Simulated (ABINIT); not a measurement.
# Zr2BAs (P4mm) in ABINIT: single point with SCAN

Aim: the single point of Zr2BAs with SCAN.

Everything below comes from runs of ABINIT 10.8.3 (patched build). Logs are shortened: lines on timing, memory, paths and dates and some standing lists are left out, and cuts for length are marked. The log counts tension as positive stress, the text compression.

**1. The cell of the first run**

The structure is tetragonal, space group P4mm (No. 99). The conventional cell has a = 3.907 Å, b = 3.907 Å, c = 4.712 Å, α = 90.00°, β = 90.00°, γ = 90.00°. Zr (site symmetry 2mm) is surrounded by 2 As at 2.39 Å and 2 B at 2.45 Å. B (site symmetry 4mm) has 1 As at 1.87 Å as nearest neighbours. Around As (site symmetry 4mm) lie 1 B at 1.87 Å.

The cell was built by a generator and needn't be a form met in nature.

**2. Single point, SCAN (cell stretched)**

File run.abi:

```
# Pseudopotentials
pp_dirpath "./"
pseudos "Zr_ONCV_PBE-1.2.upf, B_ONCV_PBE-1.2.upf, As_ONCV_PBE-1.2.upf"

# Structure
acell 3.9068512344 3.9068512344 4.7117633522 Angstrom
rprim
     1.0000000000     0.0000000000     0.0000000000
     0.0000000000     1.0000000000     0.0000000000
     0.0000000000     0.0000000000     1.0000000000
ntypat 3
znucl 40 5 33
natom 4
typat 1 1 2 3
xred
     0.5000000000     0.0000000000     0.6735522200
     0.0000000000     0.5000000000     0.6735522200
     0.5000000000     0.5000000000     0.3614028500
     0.5000000000     0.5000000000     0.9642002100
chkprim 0
chksymtnons 0
tolsym 1.0e-6

# Plane-wave basis
ecut 31.0

# k points
kptopt 1
ngkpt 5 5 4
nshiftk 1
shiftk 0.0 0.0 0.0

# Exchange and correlation
ixc -263267
usekden 1

# Bands and occupations
nband 20
occopt 3
tsmear 0.05 eV

# SCF cycle
nstep 100
tolvrs 1.0e-9

# Output
iomode 3
prtwf 0
prtden 0
prteig 0
prtebands 0
```

Potentials or basis: SG15 NC PBE v1.2.

Launch:

```sh
abinit run.abi > log 2>&1
```

run.abo:

```text
.Version 10.8.3 of ABINIT
 Symmetries : space group P4 m m (# 99); Bravais tP (primitive tetrag.)
================================================================================
 Values of the parameters that define the memory need of the present run
     intxc =       0    ionmov =       0      iscf =       7    lmnmax =       6
     lnmax =       6     mgfft =      48  mpssoang =       3    mqgrid =    3001
     natom =       4  nloc_mem =       1    nspden =       1   nspinor =       1
    nsppol =       1      nsym =       8    n1xccc =       0    ntypat =       3
    occopt =       3   xclevel =       2
       mpw =        4022          nfft =       76800          nkpt =          18
================================================================================
================================================================================

--------------------------------------------------------------------------------
------------- Echo of variables that govern the present computation ------------
--------------------------------------------------------------------------------
 -outvars: echo values of preprocessed input variables --------
            acell      7.3828788477E+00  7.3828788477E+00  8.9039423057E+00 Bohr
              amu      9.12240000E+01  1.08110000E+01  7.49215900E+01
          chkprim           0
      chksymtnons           0
             ecut      3.10000000E+01 Hartree
              ixc     -263267
         kptrlatt        5    0    0      0    5    0      0    0    4
          kptrlen      3.56157692E+01
            natom           4
            nband          20
            ngfft          40      40      48
             nkpt          18
            nstep         100
             nsym           8
           ntypat           3
           occopt           3
           prtden           0
        prtebands           0
           prteig           0
          prtkden           1
            prtwf           0
          spgroup          99
           tolsym      1.00000000E-06
           tolvrs      1.00000000E-09
           tsmear      1.83746611E-03 Hartree
            typat      1  1  2  3
          usekden           1
           xangst      1.9534256172E+00  0.0000000000E+00  3.1736186660E+00
                       0.0000000000E+00  1.9534256172E+00  3.1736186660E+00
                       1.9534256172E+00  1.9534256172E+00  1.7028447040E+00
                       1.9534256172E+00  1.9534256172E+00  4.5430832137E+00
            xcart      3.6914394238E+00  0.0000000000E+00  5.9972701068E+00
                       0.0000000000E+00  3.6914394238E+00  5.9972701068E+00
                       3.6914394238E+00  3.6914394238E+00  3.2179101255E+00
                       3.6914394238E+00  3.6914394238E+00  8.5851830410E+00
[... 136 lines left out ...]
       0.500000000000      0.500000000000      0.964200210000
 rms dE/dt=  5.1089E-01; max dE/dt=  7.9441E-01; dE/dt below (all hartree)
    1       0.000000000000      0.000000000000      0.794405413147
    2       0.000000000000      0.000000000000      0.794405413147
    3       0.000000000000      0.000000000000     -0.225537227032
    4       0.000000000000      0.000000000000     -1.348714456352

 cartesian coordinates (angstrom) at end:
    1      1.95342561720000     0.00000000000000     3.17361866598895
    2      0.00000000000000     1.95342561720000     3.17361866598895
    3      1.95342561720000     1.95342561720000     1.70284470401063
    4      1.95342561720000     1.95342561720000     4.54308321366154

 cartesian forces (hartree/bohr) at end:
    1     -0.00000000000000    -0.00000000000000    -0.08881073127674
    2     -0.00000000000000    -0.00000000000000    -0.08881073127674
    3     -0.00000000000000    -0.00000000000000     0.02573882499348
    4     -0.00000000000000    -0.00000000000000     0.15188263756000
 frms,max,avg= 5.7377053E-02 1.5188264E-01   0.000E+00  0.000E+00 -4.088E-04 h/b

 cartesian forces (eV/Angstrom) at end:
    1     -0.00000000000000    -0.00000000000000    -4.56683141943140
    2     -0.00000000000000    -0.00000000000000    -4.56683141943140
    3     -0.00000000000000    -0.00000000000000     1.32354359647364
    4     -0.00000000000000    -0.00000000000000     7.81011924238917
 frms,max,avg= 2.9504467E+00 7.8101192E+00   0.000E+00  0.000E+00 -2.102E-02 e/A
 length scales=  7.382878847681  7.382878847681  8.903942305747 bohr
              =  3.906851234400  3.906851234400  4.711763352200 angstroms
 Fermi (or HOMO) energy (hartree) =   0.33578   Average Vxc (hartree)=  -0.41371
 Eigenvalues (hartree) for nkpt=  18  k points:
 kpt#   1, nband= 20, wtk=  0.01000, kpt=  0.0000  0.0000  0.0000 (reduced coord)
  -1.51114   -1.49111   -0.69914   -0.69914   -0.67993   -0.65673   -0.63582   -0.63582
  -0.15195    0.08014    0.17208    0.22218    0.22218    0.22223    0.25969    0.31481
   0.31481    0.37963    0.42404    0.49509
      occupation numbers for kpt#   1
   2.00000    2.00000    2.00000    2.00000    2.00000    2.00000    2.00000    2.00000
   2.00000    2.00000    2.00000    2.00000    2.00000    2.00000    2.00000    1.99998
   1.99998    0.00000    0.00000    0.00000
 prteigrs : prtvol=0 or 1, do not print more k-points.

--- !EnergyTerms
iteration_state     : {dtset: 1, }
comment             : Components of total free energy in Hartree
kinetic             :  3.30360641327312E+01
hartree             :  2.51999682040052E+01
xc                  : -1.48432195709914E+01
Ewald energy        : -7.57857521240293E+01
psp_core            :  2.82641202393639E+00
local_psp           : -8.87609742434785E+01
non_local_psp       :  1.44162247182258E+01
internal            : -1.03911276859601E+02
'-kT*entropy'       : -9.07670318403689E-04
total_energy        : -1.03912184529919E+02
total_energy_eV     : -2.82759458890728E+03
band_energy         : -1.11145285747066E+01
...

 Cartesian components of stress tensor (hartree/bohr^3)
  sigma(1 1)= -1.48068109E-03  sigma(3 2)=  0.00000000E+00
  sigma(2 2)= -1.48068109E-03  sigma(3 1)=  0.00000000E+00
  sigma(3 3)= -1.38819227E-03  sigma(2 1)=  0.00000000E+00

-Cartesian components of stress tensor (GPa)         [Pressure=  4.2656E+01 GPa]
- sigma(1 1)= -4.35631416E+01  sigma(3 2)=  0.00000000E+00
- sigma(2 2)= -4.35631416E+01  sigma(3 1)=  0.00000000E+00
- sigma(3 3)= -4.08420266E+01  sigma(2 1)=  0.00000000E+00

== END DATASET(S) ==============================================================
================================================================================

 -outvars: echo values of variables after computation  --------
            acell      7.3828788477E+00  7.3828788477E+00  8.9039423057E+00 Bohr
           etotal     -1.0391218453E+02
            fcart     -0.0000000000E+00 -0.0000000000E+00 -8.8810731277E-02
                      -0.0000000000E+00 -0.0000000000E+00 -8.8810731277E-02
                      -0.0000000000E+00 -0.0000000000E+00  2.5738824993E-02
                      -0.0000000000E+00 -0.0000000000E+00  1.5188263756E-01
           strten     -1.4806810890E-03 -1.4806810890E-03 -1.3881922699E-03
                       0.0000000000E+00  0.0000000000E+00  0.0000000000E+00
           xangst      1.9534256172E+00  0.0000000000E+00  3.1736186660E+00
                       0.0000000000E+00  1.9534256172E+00  3.1736186660E+00
                       1.9534256172E+00  1.9534256172E+00  1.7028447040E+00
                       1.9534256172E+00  1.9534256172E+00  4.5430832137E+00
             xred      5.0000000000E-01  0.0000000000E+00  6.7355222000E-01
                       0.0000000000E+00  5.0000000000E-01  6.7355222000E-01
                       5.0000000000E-01  5.0000000000E-01  3.6140285000E-01
                       5.0000000000E-01  5.0000000000E-01  9.6420021000E-01
 Calculation completed.
```

Wall time 1.9 min (1 thread of Intel Xeon 6975P-C (Granite Rapids), shared host); peak memory 0.1 GiB.

Results:

| Quantity | Value |
| --- | --- |
| Free energy | -2827.5946 eV |
| Pressure | 42.7 GPa |
| Largest force | 7.810 eV/Å |
| Band gap on the k mesh | none (metal or under the smearing width) |
| Valence electrons inside the program's atomic spheres | Zr 8.58; B 2.52; As 2.79 |

Forces on the atoms (eV/Å):
```
Zr   0.000  0.000 -4.567
Zr   0.000  0.000 -4.567
B    0.000  0.000  1.324
As   0.000  0.000  7.810
```

Stress tensor (GPa, compression positive):
```
43.56  0.00  0.00
 0.00 43.56  0.00
 0.00  0.00 40.84
```

Caveat: the potentials were made for another functional, which shifts forces and pressure.
